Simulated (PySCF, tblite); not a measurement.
# C₆H₁₁B: excited states, first hyperpolarisability, part 2 of 2

tblite 0.8.0 and PySCF 2.14.0. Atoms count from 0. Earlier steps stand in the parts before.

## 5. Excited states: TDA BHandHLYP/aug-cc-pVDZ

The job: settings as JSON, then the geometry in Å.

```
{"job": {"kind": "states", "xc": "BHandHLYP", "basis": "aug-cc-pVDZ", "tda": true, "soc": true, "nstates": 6, "ntriplets": 5, "nquad": 4}, "charge": 0, "multiplicity": 1}
C      3.596202     0.536713     0.308849
C      2.604961    -0.283683    -0.072074
C      1.212871     0.117559    -0.150311
C      0.191376    -0.684766    -0.530948
B     -1.301756    -0.245140    -0.594172
C     -2.386983    -1.334425    -0.942029
C     -1.756326     1.236336    -0.317142
H      3.393416     1.575965     0.586018
H      4.634884     0.201327     0.355941
H      2.834852    -1.320291    -0.345138
H      1.000370     1.157653     0.128477
H      0.459582    -1.717822    -0.796559
H     -2.068255    -1.993243    -1.767067
H     -3.389635    -0.939394    -1.163901
H     -2.484157    -1.998868    -0.061847
H     -2.637167     1.259497     0.346690
H     -2.109610     1.660892    -1.275595
H     -0.994437     1.919650     0.085204
```

Method: TDA BHandHLYP/aug-cc-pVDZ excited states, vertical, gas phase, spin-orbit mean-field couplings.

Standard output:

```text
coarse grid: 14424 points
cycle   1  E = -259.8823429100  dE =  7.346e-01  |g| = 4.038e-01  |ddm| = 1.569e+01
cycle   2  E = -259.9075800578  dE = -2.524e-02  |g| = 3.060e-01  |ddm| = 3.626e+00
cycle   3  E = -259.9327339903  dE = -2.515e-02  |g| = 6.965e-02  |ddm| = 9.433e-01
cycle   4  E = -259.9338015995  dE = -1.068e-03  |g| = 3.950e-02  |ddm| = 3.468e-01
cycle   5  E = -259.9342299810  dE = -4.284e-04  |g| = 2.693e-03  |ddm| = 1.364e-01
cycle   6  E = -259.9342322099  dE = -2.229e-06  |g| = 1.110e-03  |ddm| = 1.455e-02
final grid: 137552 points
cycle   7  E = -259.9481384593  dE = -1.675e-05  |g| = 3.168e-03  |ddm| = 2.644e-01
cycle   8  E = -259.9481393612  dE = -9.019e-07  |g| = 2.665e-03  |ddm| = 2.637e-02
cycle   9  E = -259.9481411798  dE = -1.819e-06  |g| = 3.544e-04  |ddm| = 7.177e-03
cycle  10  E = -259.9481412101  dE = -3.033e-08  |g| = 1.286e-04  |ddm| = 1.350e-03
cycle  11  E = -259.9481412150  dE = -4.857e-09  |g| = 2.101e-05  |ddm| = 6.782e-04
cycle  12  E = -259.9481412151  dE = -1.652e-10  |g| = 8.174e-06  |ddm| = 1.072e-04
converged SCF energy = -259.9481412151

Singlet excitations
state   eV       nm        f     d(h-e)  d(exc)  Lambda  PR(NTO)  |dmu|/D   mu/D   main configurations
  1   5.3829   230.3   1.11559   0.840   3.309   0.783   1.086    2.452    3.337   H->L 0.94
  2   5.8866   210.6   0.00049   0.904   3.010   0.442   1.033    2.738    1.866   H-2->L 0.56, H-1->L 0.36
  3   6.0688   204.3   0.00206   1.574   3.271   0.412   1.039    6.173    5.273   H-1->L 0.53, H-2->L 0.35
  4   6.1788   200.7   0.00317   0.838   4.609   0.214   1.037    4.684    3.822   H->L+1 0.76, H->L+2 0.11
  5   6.4415   192.5   0.00128   0.469   4.533   0.180   1.013                     H->L+3 0.81
  6   6.6337   186.9   0.02537   0.550   5.390   0.189   1.034                     H->L+2 0.71, H->L+1 0.10

Triplet excitations (Tamm-Dancoff)
state   eV     d(h-e)  d(exc)  Lambda  PR(NTO)   main configurations
  1   2.7385   0.154   2.766   0.767   1.099   H->L 0.90
  2   4.6702   0.122   2.183   0.595   1.916   H-3->L 0.54, H->L+7 0.14
  3   5.3917   0.837   2.908   0.455   1.034   H-2->L 0.69, H-1->L 0.21
  4   5.7067   1.364   3.080   0.391   1.027   H-1->L 0.63, H-2->L 0.20
  5   6.1336   0.829   4.537   0.214   1.023   H->L+1 0.74, H->L+2 0.11
S1 - T1 = 2.6444 eV

Spin-orbit couplings |<S|Hso|T>| (cm-1)
             T1       T2       T3       T4       T5
S0        0.017    0.023    2.640    1.479    1.251
S1        0.023    0.020    1.941    1.139    0.728
S2        1.805    1.699    1.395    6.348    0.034
S3        0.700    0.816    6.497    1.204    0.069
S4        0.827    1.577    0.496    0.347    0.009
S5        0.315    0.518    0.068    0.019    0.180
S6        1.448    0.541    0.046    0.038    0.023
T1 sublevels (cm-1): 0.000 0.000 0.000   radiative rates (1/s): 0.00787 6.91e-06 0.00137
```

It took 44 s on 1 thread of Arm Neoverse V1, shared host; peak memory 0.98 GiB.

In short:

```
  quantity    value
S1 less T1  2.64 eV
```

## 6. Excited states: TDDFT LC-wPBE/aug-cc-pVDZ

Settings changed since step 5:

```diff
@@ -1,2 +1,2 @@
-{"job": {"kind": "states", "xc": "BHandHLYP", "basis": "aug-cc-pVDZ", "tda": true, "soc": true, "nstates": 6, "ntriplets": 5, "nquad": 4}, "charge": 0, "multiplicity": 1}
+{"job": {"kind": "states", "xc": "LC-wPBE", "basis": "aug-cc-pVDZ", "tpa": true, "nstates": 6, "nquad": 5, "ntriplets": 0}, "charge": 0, "multiplicity": 1}
 C      3.596202     0.536713     0.308849
```

With the program's defaults for keys left out, this is: TDDFT LC-wPBE/aug-cc-pVDZ excited states, vertical, gas phase, two-photon moments by quadratic response.

Standard output:

```text
coarse grid: 14424 points
cycle   1  E = -259.8730332625  dE =  9.179e-01  |g| = 3.348e-01  |ddm| = 1.535e+01
cycle   2  E = -259.9024201486  dE = -2.939e-02  |g| = 1.976e-01  |ddm| = 2.111e+00
cycle   3  E = -259.9121979955  dE = -9.778e-03  |g| = 5.670e-02  |ddm| = 6.641e-01
cycle   4  E = -259.9132111094  dE = -1.013e-03  |g| = 2.316e-02  |ddm| = 4.039e-01
cycle   5  E = -259.9133660959  dE = -1.550e-04  |g| = 3.390e-03  |ddm| = 1.049e-01
cycle   6  E = -259.9133756640  dE = -9.568e-06  |g| = 1.526e-03  |ddm| = 2.830e-02
final grid: 137552 points
cycle   7  E = -259.9229063491  dE = -5.046e-05  |g| = 4.824e-03  |ddm| = 4.708e-01
cycle   8  E = -259.9229109409  dE = -4.592e-06  |g| = 3.198e-03  |ddm| = 7.069e-02
cycle   9  E = -259.9229135520  dE = -2.611e-06  |g| = 4.397e-04  |ddm| = 1.037e-02
cycle  10  E = -259.9229135320  dE =  2.003e-08  |g| = 2.855e-04  |ddm| = 3.576e-03
cycle  11  E = -259.9229136433  dE = -1.113e-07  |g| = 4.437e-05  |ddm| = 2.084e-03
cycle  12  E = -259.9229136453  dE = -2.020e-09  |g| = 2.524e-05  |ddm| = 3.304e-04
cycle  13  E = -259.9229136458  dE = -4.621e-10  |g| = 4.602e-06  |ddm| = 1.904e-04
converged SCF energy = -259.9229136458

Singlet excitations
state   eV       nm        f     d(h-e)  d(exc)  Lambda  PR(NTO)  |dmu|/D   mu/D   delta(TPA)   sigma/GM   main configurations
  1   5.2173   237.6   0.80832   0.669   3.051   0.768   1.155    2.388    3.121      328.60      3.277   H->L 0.96
  2   5.6790   218.3   0.00037   0.611   2.778   0.440   1.054    1.714    0.983        0.64      0.008   H-1->L 0.47, H-2->L 0.41
  3   5.9926   206.9   0.00191   1.210   2.948   0.428   1.038    5.167    4.424        1.11      0.015   H-2->L 0.44, H-1->L 0.37
  4   6.8563   180.8   0.00333   0.980   4.364   0.165   1.045    5.347    4.734      157.21      2.707   H->L+1 0.63, H->L+3 0.08
  5   7.1531   173.3   0.00043   0.430   3.868   0.258   1.985    2.121    1.635        8.73      0.164   H->L+3 0.34, H-4->L 0.29, H->L+2 0.11
  6   7.1999   172.2   0.00174   0.191   3.460   0.342   2.184                                            H-4->L 0.51, H->L+3 0.20
```

It took 77 s on 1 thread of Arm Neoverse V1, shared host; peak memory 1 GiB.

## 7. First hyperpolarisability: quadratic response CAM-B3LYP/aug-cc-pVDZ

Settings changed since step 6:

```diff
@@ -1,2 +1,2 @@
-{"job": {"kind": "states", "xc": "LC-wPBE", "basis": "aug-cc-pVDZ", "tpa": true, "nstates": 6, "nquad": 5, "ntriplets": 0}, "charge": 0, "multiplicity": 1}
+{"job": {"kind": "beta", "xc": "CAM-B3LYP", "basis": "aug-cc-pVDZ", "wavelengths": [1064]}, "charge": 0, "multiplicity": 1}
 C      3.596202     0.536713     0.308849
```

With the program's defaults for keys left out, this is: quadratic response CAM-B3LYP/aug-cc-pVDZ first hyperpolarisability, Taylor convention, gas phase.

Standard output:

```text
coarse grid: 14424 points
cycle   1  E = -259.8733481332  dE =  7.143e-01  |g| = 4.141e-01  |ddm| = 1.893e+01
cycle   2  E = -259.8912688964  dE = -1.792e-02  |g| = 3.497e-01  |ddm| = 3.549e+00
cycle   3  E = -259.9236141002  dE = -3.235e-02  |g| = 5.896e-02  |ddm| = 1.169e+00
cycle   4  E = -259.9243383017  dE = -7.242e-04  |g| = 3.546e-02  |ddm| = 3.087e-01
cycle   5  E = -259.9246787810  dE = -3.405e-04  |g| = 3.262e-03  |ddm| = 1.371e-01
cycle   6  E = -259.9246822416  dE = -3.461e-06  |g| = 1.150e-03  |ddm| = 1.908e-02
final grid: 137552 points
cycle   7  E = -259.9452648744  dE = -2.249e-05  |g| = 4.163e-03  |ddm| = 2.992e-01
cycle   8  E = -259.9452661781  dE = -1.304e-06  |g| = 3.653e-03  |ddm| = 3.611e-02
cycle   9  E = -259.9452695372  dE = -3.359e-06  |g| = 4.303e-04  |ddm| = 1.082e-02
cycle  10  E = -259.9452695814  dE = -4.414e-08  |g| = 1.658e-04  |ddm| = 1.841e-03
cycle  11  E = -259.9452695898  dE = -8.399e-09  |g| = 3.021e-05  |ddm| = 1.032e-03
cycle  12  E = -259.9452695901  dE = -3.752e-10  |g| = 1.207e-05  |ddm| = 1.782e-04
converged SCF energy = -259.9452695901

Lowest singlets (eV, f): 5.0062 0.7911  5.5303 0.0004  5.7256 0.0014

First hyperpolarisability (au)
process     nm      |vector|   parallel      HRS      DR
static         -      559.90     329.32     245.96   4.189
shg       1064.0      805.72     475.54     350.52   4.319
eope      1064.0      627.38     369.42          -       -
```

Run time: 48 s. Hardware: 1 thread of Arm Neoverse V1, shared host; peak memory 1.1 GiB.

## 8. Summary of results

The summary covers parts 1 to 2.

```
                                                   quantity                             value
                  strongest single infrared mode (GFN2-xTB)             1200 cm⁻¹, 295 km/mol
                               zero-point energy (GFN2-xTB)                     94.2 kcal/mol
                                                point group                                C1
                       rotational constants (main isotopes)              6.49, 1.08, 0.94 GHz
             S1 less T1 (step 5, TDA BHandHLYP/aug-cc-pVDZ)                           2.64 eV
β vector (step 7, quadratic response CAM-B3LYP/aug-cc-pVDZ)  static 560, SHG 1064.0 nm 806 au
```

No mode is imaginary among the 48: a minimum at this level. The strongest single mode, at 1200 cm⁻¹, moves mainly B4. GFN2-xTB is a fitted tight-binding method: band positions and strengths are rough. Its intensities can rank the bands wrongly. Relaxing lowered the energy by 0.066 eV in 9 steps; the close pair that moved most is C5–H14, from 1.091 to 1.107 Å (PBE0/def2-SVP). In step 5, the number of triplets below S1 is 2, and the largest singlet-triplet spin-orbit coupling is S3–T3, 6.50 cm⁻¹. β grows from 560 au (static) to 806 au for doubling at 1064.0 nm: normal dispersion, which grows as twice the photon energy moves toward the bright states.
